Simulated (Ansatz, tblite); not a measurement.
**SnH2MeF (CH₅FSn): one state, many levels**

One table from this session's results is given with a row withheld; the runs are named, their logs left out.

Computed with Ansatz 0.2.0, Gaussian basis. Level: as each input shows.

Plan: GFN1-xTB, GFN2-xTB, PBE-D4/def2-TZVP, r2SCAN-D4/def2-TZVP, B97M-V/def2-TZVP, HF/def2-TZVP, ωB97M-V/def2-TZVP, r2SCAN0-D4/def2-TZVP, LC-ωPBE/def2-TZVP, LDA/def2-TZVP, ωB97X-V/def2-TZVP, PBE-D4/def2-SVP, PBE0-D4/def2-SVP, PBE0-D4/def2-TZVPD, PBE-D4/def2-TZVPD, r2SCAN-D4/def2-TZVPD, CCSD(T)/def2-TZVPP, MP2/def2-TZVP, RPA/def2-TZVP.

2 further runs of the same task are left out: 2 set aside as unsound or not needed.

**The geometry**

The singlet was relaxed beforehand with PBE-D4/def2-TZVP.

8 atoms, charge 0, spin multiplicity 1.

Bond lengths: Sn1–H2 1.721 Å, Sn1–H3 1.721 Å, Sn1–C4 2.145 Å, Sn1–F8 1.958 Å, C4–H5 1.097 Å, C4–H6 1.097 Å, C4–H7 1.096 Å. Angles: H2–Sn1–H3 113.0°, H2–Sn1–C4 114.8°, H2–Sn1–F8 104.2°, H3–Sn1–C4 114.9°, H3–Sn1–F8 104.2°, C4–Sn1–F8 104.0°, Sn1–C4–H5 110.3°, Sn1–C4–H6 108.8°, Sn1–C4–H7 109.2°, H5–C4–H6 109.5°, H5–C4–H7 109.6°, H6–C4–H7 109.5°.

Coordinates:

```
Sn    0.5461   -0.7047    0.3900
H     0.4832   -0.8719    2.1017
H     2.1332   -0.9010   -0.2458
C    -0.5396    0.9728   -0.3902
H    -0.1170    1.9109   -0.0085
H    -1.5881    0.8900   -0.0798
H    -0.4801    0.9621   -1.4850
F    -0.4376   -2.2583   -0.2824
```

Sn takes a core potential in the def2 sets. No spin-orbit coupling is included.

PBE0-D4/def2-TZVP was run before; its log isn't repeated, and its numbers join the tables.

Set-up of the first run:

Tight binding, by tblite at 300 K electronic temperature and without a spin-polarisation term:

```python
tblite.interface.Calculator('GFN1-xTB', numbers, positions, charge=0, uhf=0).singlepoint()
```

Tight binding, by tblite at 300 K electronic temperature and without a spin-polarisation term:

```python
tblite.interface.Calculator('GFN2-xTB', numbers, positions, charge=0, uhf=0).singlepoint()
```

start.molden holds the orbitals of an earlier run on this state, given as this run's starting guess.

in.yaml

```yaml
crystal:
  periodic: [false, false, false]
  atoms:
    - {symbol: Sn, position_ang: [0.546054, -0.704663, 0.389995]}
    - {symbol: H, position_ang: [0.483179, -0.871931, 2.101736]}
    - {symbol: H, position_ang: [2.133154, -0.901005, -0.245830]}
    - {symbol: C, position_ang: [-0.539609, 0.972788, -0.390239]}
    - {symbol: H, position_ang: [-0.116993, 1.910944, -0.008549]}
    - {symbol: H, position_ang: [-1.588074, 0.890049, -0.079771]}
    - {symbol: H, position_ang: [-0.480117, 0.962107, -1.484981]}
    - {symbol: F, position_ang: [-0.437603, -2.258288, -0.282360]}
basis:
  gaussian: {orbitals: def2-TZVP, initial_orbitals: start.molden}
hamiltonian: {xc: pbe, dispersion: d4}
scf: {omitted_lower_state_checks: [starts]}
output: {forces: true, orbitals: {seedname: orbitals}}
```

The run is started by

```console
$ ansatz run in.yaml --threads 4 --pin off --events-out ev --progress --plain --max-ram 3916MiB
```

Among the steps run: PBE-D4/def2-TZVP; r2SCAN-D4/def2-TZVP; B97M-V/def2-TZVP; HF/def2-TZVP; ωB97M-V/def2-TZVP; r2SCAN0-D4/def2-TZVP; LC-ωPBE/def2-TZVP; LDA/def2-TZVP; ωB97X-V/def2-TZVP; PBE-D4/def2-SVP; PBE0-D4/def2-SVP; PBE0-D4/def2-TZVPD; PBE-D4/def2-TZVPD; r2SCAN-D4/def2-TZVPD; CCSD(T)/def2-TZVPP; MP2/def2-TZVP; RPA/def2-TZVP.

One table of the session follows, with a row left open; its other results are not shown here.

```
               level  HOMO (eV)  gap (eV)
        HF/def2-TZVP     -11.64     13.70
       LDA/def2-TZVP      -7.51      5.97
     PBE-D4/def2-SVP      -7.10      6.16
    PBE-D4/def2-TZVP      -7.35      6.08
   PBE-D4/def2-TZVPD      -7.40      6.05
 r2SCAN-D4/def2-TZVP      -7.67      6.79
r2SCAN-D4/def2-TZVPD      -7.70      6.75
    B97M-V/def2-TZVP          ?         ?
    PBE0-D4/def2-SVP      -8.58      8.46
   PBE0-D4/def2-TZVP      -8.69      8.22
  PBE0-D4/def2-TZVPD      -8.72      8.15
r2SCAN0-D4/def2-TZVP      -8.89      8.67
   LC-ωPBE/def2-TZVP     -11.38     12.88
   ωB97X-V/def2-TZVP     -11.02     12.39
   ωB97M-V/def2-TZVP     -10.89     11.90
```

**Question.** Estimate the row for B97M-V/def2-TZVP.

**Answer.** HOMO (eV): -7.76; gap (eV): 6.64. In the column «HOMO (eV)» it lies between PBE0-D4/def2-SVP (-8.58) and r2SCAN-D4/def2-TZVPD (-7.70).
